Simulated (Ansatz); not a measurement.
**TaC2: one candidate of a structure search**

The task: take a trial cell of TaC2 to zero force and stress, then test the end with a random kick.

Method: DFT PBE, scalar-relativistic, plane waves, PAW, in Ansatz 0.2.0.

## Step 1: The system as given

Symmetry: Fm-3m, No. 225, cubic system. The conventional cell has a = 5.158 Å, b = 5.158 Å, c = 5.158 Å, α = 90.00°, β = 90.00°, γ = 90.00°. Ta (site symmetry m-3m) has 8 C at 2.23 Å as nearest neighbours. C (site symmetry -43m) has 4 Ta at 2.23 Å as nearest neighbours.

Structure file:

```cif
data_structure
_symmetry_space_group_name_H-M 'Fm-3m'
_symmetry_Int_Tables_number 225
_cell_length_a 5.1583
_cell_length_b 5.1583
_cell_length_c 5.1583
_cell_angle_alpha 90.000
_cell_angle_beta 90.000
_cell_angle_gamma 90.000
_cell_volume 137.25
loop_
_atom_site_label
_atom_site_type_symbol
_atom_site_symmetry_multiplicity
_atom_site_Wyckoff_symbol
_atom_site_fract_x
_atom_site_fract_y
_atom_site_fract_z
_atom_site_occupancy
Ta1 Ta 4 a 0.00000 0.00000 0.00000 1
C1 C 8 c 0.25000 0.75000 0.75000 1
```

The cell is invented: species swapped into a database cell of LuH2 (Fm-3m, No. 225), with Ta on the Lu sites and C on the H sites. Its size is a rough estimate.

## Step 2: The guess as it stands, on a coarse mesh

input.yaml reads:

```yaml
crystal:
  lattice:
    - [0.0, 2.57915431, 2.57915431]
    - [2.57915431, 0.0, 2.57915431]
    - [2.57915431, 2.57915431, 0.0]
  atoms:
    - { symbol: Ta, position: [0.0, 0.0, 0.0] }
    - { symbol: C, position: [0.25, 0.25, 0.25] }
    - { symbol: C, position: [0.75, 0.75, 0.75] }
basis:
  ecutwfc: 420
kpoints:
  mp_grid: { grid: [6, 6, 6] }
hamiltonian:
  xc: pbe
scf:
  occupations: { method: gaussian, width: 0.1 }
  lower_state_search: "off"
output:
  forces: true
  stress: true
  eigenvalues: true
```

The run is started by

```sh
$ ansatz run input.yaml --threads 1 --pin off --max-ram 2560MiB --backend cpu --events-out ev --progress --plain --runs-dir out
```

The session goes on with these runs: relaxation on the finer mesh; kick test: the unmoved cell on a coarse mesh; kicked and relaxed without symmetry.

Before running it: what results should come out? Wanted: conventional cell; volume; energy over the elements; gap on the mesh.

**Answer**, as computed:

| quantity | value |
| --- | --- |
| symmetry at the end (tolerance 0.05 Å) | space group Fm-3m (No. 225) |
| conventional cell | a = 5.155 Å, b = 5.155 Å, c = 5.155 Å, α = 90.00°, β = 90.00°, γ = 90.00° |
| volume | 11.41 Å³/atom |
| energy over the elements | +1.37 eV/atom |
| gap on the mesh | none (metal) |

What this shows: The space group Fm-3m (No. 225) is kept, at nearly the size of the first guess. The formation energy is positive, so the separate elements lie lower. No finished test with a distortion of lower symmetry is shown, so the end may be a saddle point. The runs treat Ta without spin-orbit coupling.
